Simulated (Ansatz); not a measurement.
## C2H3BClF, SMILES FB1CC1Cl: a ladder of methods at one geometry, step by step

Program: Ansatz's Python interface.

Run as a notebook:

**Cell 1**
```python
from pathlib import Path

import ansatz as az
import numpy as np
```

**Cell 2**
```python
geometry = (
    az.Crystal.molecule()
    .atom("F", (-1.8547, -0.8503, 1.39))
    .atom("B", (-0.7773, -0.3833, 0.5845))
    .atom("C", (0.7172, 0.1241, 0.3953))
    .atom("C", (0.0219, -0.0253, -0.8166))
    .atom("Cl", (-0.643, 1.4803, -1.5374))
    .atom("H", (1.4916, -0.6631, 0.6057))
    .atom("H", (0.9333, 1.1602, 0.782))
    .atom("H", (0.2032, -0.8997, -1.4592))
)
```

**Cell 3**
```python
job = geometry.calculation().basis(gaussian="cc-pVDZ")
```

**Cell 4**
```python
print("functional    E (Ha)        dipole (D)   HOMO (eV)  LUMO (eV)")
for name in ["pbe", "r2scan0", "r2scan", "hf", "cam_b3lyp", "b3lyp"]:
    report = job.functional(name).forces().orbitals().run(runs_dir="runs").report
    lines = Path(report["orbitals_path"]).read_text().splitlines()
    field_of = lambda key: [line.split("=")[1].strip() for line in lines if line.startswith(key)]
    orbitals = [(27.211386 * float(e), s, float(n)) for e, s, n in zip(field_of("Ene="), field_of("Spin="), field_of("Occup="))]
    homo = max(e for e, _, n in orbitals if n > 0.5)
    lumo = min(e for e, _, n in orbitals if n < 0.5)
    dipole = 4.803205 * np.linalg.norm(report["charge_distribution"]["dipole_moment_e_ang"])
    print(f"{name:10s} {report['free_energy_ev'] / 27.211386246:14.6f} {dipole:9.3f} {homo:11.3f} {lumo:10.3f}")
```
Output:
```text
functional    E (Ha)        dipole (D)   HOMO (eV)  LUMO (eV)
pbe           -662.455007     1.732      -5.110     -2.375
r2scan0       -662.719437     1.949      -6.566     -1.177
r2scan        -662.745227     1.879      -5.380     -2.048
hf            -661.067001     2.117      -9.301      2.595
cam_b3lyp     -662.801580     1.851      -7.743     -0.125
b3lyp         -662.895133     1.808      -6.170     -1.545
```

What to keep in mind:
- Total energies depend on the basis set; only differences at equal settings carry meaning.
- The geometry is a force-field or estimated start, not a minimum of this method, and the basis set is short of its limit. A lower total doesn't mark the better method: functionals have no common bound, and MP2 and coupled cluster aren't variational.
- b3lyp holds the VWN-RPA fit, as in Gaussian; the form of ORCA and Turbomole is b3lyp5.
- Levels such as HOMO and LUMO are orbital energies: with these approximate functionals they aren't the ionisation energy and electron affinity, and their gap isn't the fundamental gap.
- For Al to Cl the sets with a tight d function, cc-pV(X+d)Z, are usual.
- Run time: 21 s on 1 thread of Arm Neoverse V2, with other jobs on the host, peak memory 0.27 GiB.
